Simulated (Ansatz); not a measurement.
**Two self-consistent states of Ba2CuTeO6**

An SCF can end in more than one state. Here Ba2CuTeO6, a database entry, slightly rescaled, is run from each state found earlier: which lies lowest, and what else changes?

Computed, not measured: Ansatz 0.2.0, DFT, PBEsol, with U_eff = 3.66 eV on Cu d, plane waves, PAW.

**1. The system as given**

It takes space group I4/m (No. 87, tetragonal). The conventional cell has a = 5.655 Å, b = 5.655 Å, c = 8.743 Å, α = 90.00°, β = 90.00°, γ = 90.00°. Cu (site symmetry 4/m) has 4 O at 2.03 Å as nearest neighbours. Around O (site symmetry m) lie 1 Te at 1.97 Å and 1 Cu at 2.03 Å. Around Te (site symmetry 4/m) lie 6 O at 1.91 to 1.97 Å. Around O (site symmetry 4) lie 1 Te at 1.91 Å. Ba (site symmetry -4) has 12 O at 2.84 to 3.01 Å as nearest neighbours.

Structure file:

```
CELL_PARAMETERS angstrom
0.00000 5.65511 0.00000
5.65511 0.00000 0.00000
2.82755 2.82755 -4.37140
ATOMIC_POSITIONS crystal
Cu 0.00000 0.00000 0.00000
O 0.24400 0.26300 0.00000
O 0.26300 0.75600 0.00000
O 0.75600 0.73700 0.00000
O 0.73700 0.24400 0.00000
Te 0.50000 0.50000 0.00000
O 0.28100 0.28100 0.43800
O 0.71900 0.71900 0.56200
Ba 0.75000 0.25000 0.50000
Ba 0.25000 0.75000 0.50000
```

The states: A, Cu1 up (collinear spin); B, no atom with a moment over 0.3 μB (no spin polarisation). Each run reads its own saved solution as saved_state.

**2. Run from state A**

The input, input.yaml:

```yaml
crystal:
  lattice:
    - [0.0, 5.655109, 0.0]
    - [5.655109, 0.0, 0.0]
    - [2.827554, 2.827554, -4.371397]
  atoms:
    - { symbol: Cu, position: [0.0, 0.0, 0.0] }
    - { symbol: O, position: [0.244, 0.263, 0.0] }
    - { symbol: O, position: [0.263, 0.756, 0.0] }
    - { symbol: O, position: [0.756, 0.737, 0.0] }
    - { symbol: O, position: [0.737, 0.244, 0.0] }
    - { symbol: Te, position: [0.5, 0.5, 0.0] }
    - { symbol: O, position: [0.281, 0.281, 0.438] }
    - { symbol: O, position: [0.719, 0.719, 0.562] }
    - { symbol: Ba, position: [0.75, 0.25, 0.5] }
    - { symbol: Ba, position: [0.25, 0.75, 0.5] }
  symmetry: { detect: false, time_reversal: true }
kpoints:
  mp_grid: { grid: [4, 4, 4], shift: [0, 0, 0] }
  band_path:
    path:
      - [0.0, 0.0, 0.0]
      - [-0.5, -0.5, -0.49999991]
      - [-0.5, -0.5, -0.24999991]
      - [-0.5, 0.0, 4.0e-08]
      - [0.0, 0.0, 0.0]
      - [0.0, 0.0, 0.5]
      - [-0.29080492, 0.0, 0.35459757]
      - [-0.70919508, 0.0, -0.35459748]
      - [0.0, 0.0, 0.0]
      - [-0.5, -0.5, -0.49999991]
      - [-0.70919508, -0.29080492, -0.49999991]
    npoints: 6
magnetization:
  spin_polarized: true
scf:
  occupations: { method: fermi_dirac }
  lower_state_search: "off"
  max_iter: 200
hamiltonian:
  pseudopotentials: { kind: paw }
  xc: pbesol
  hubbard:
    projectors: all-electron-ortho-atomic
    sites: [{ species: Cu, l: d, u_eff: 3.66 }]
    double_counting: amf
basis:
  ecutwfc: 420
  fft_grid_basis: typed
output:
  forces: true
  stress: true
  eigenvalues: true
  populations: true
  elf: true
  write_potential: true
  volumetric_format: npy
  dos:
    e_range: [-12, 8]
    de: 0.05
    projected: { site_lists: { Ba: [Ba], Cu: [Cu], O: [O], Te: [Te] } }
checkpoint:
  read: saved_state
```

**4. Run from state B**

Edit input.yaml of step 2 so:

```diff
@@ -16,21 +16,6 @@
     - { symbol: Ba, position: [0.25, 0.75, 0.5] }
-  symmetry: { detect: false, time_reversal: true }
 kpoints:
   mp_grid: { grid: [4, 4, 4], shift: [0, 0, 0] }
-  band_path:
-    path:
-      - [0.0, 0.0, 0.0]
-      - [-0.5, -0.5, -0.49999991]
-      - [-0.5, -0.5, -0.24999991]
-      - [-0.5, 0.0, 4.0e-08]
-      - [0.0, 0.0, 0.0]
-      - [0.0, 0.0, 0.5]
-      - [-0.29080492, 0.0, 0.35459757]
-      - [-0.70919508, 0.0, -0.35459748]
-      - [0.0, 0.0, 0.0]
-      - [-0.5, -0.5, -0.49999991]
-      - [-0.70919508, -0.29080492, -0.49999991]
-    npoints: 6
 magnetization:
-  spin_polarized: true
+  spin_polarized: false
 scf:
```

(Steps that only read results are left out.)

**Question.** What will these runs give? Wanted: for each run, free energy; largest site moment; size of the net moment; gap; pressure; largest force.

The runs gave:

```
state  free energy (meV/atom)  largest site moment (μB)  size of the net moment (μB/cell)  gap (eV)  pressure (GPa)  largest force (eV/Å)  SCF cycles
    A                     0.0                      0.74                              1.00      0.57            -4.3                  0.25           9
    B                    31.5                         –                                 –     metal            -4.0                  0.50           9
```

State A wins by 31.5 meV per atom over B. They differ in kind: A is gapped, B is a metal. Not all runs allow spin: where it is off, the gap in energy is mostly the cost of forbidding moments, not two ends of one search.

Caveats: an odd count of electrons without spin polarisation forces a partly filled band; the k mesh is coarse for a cell without a gap.
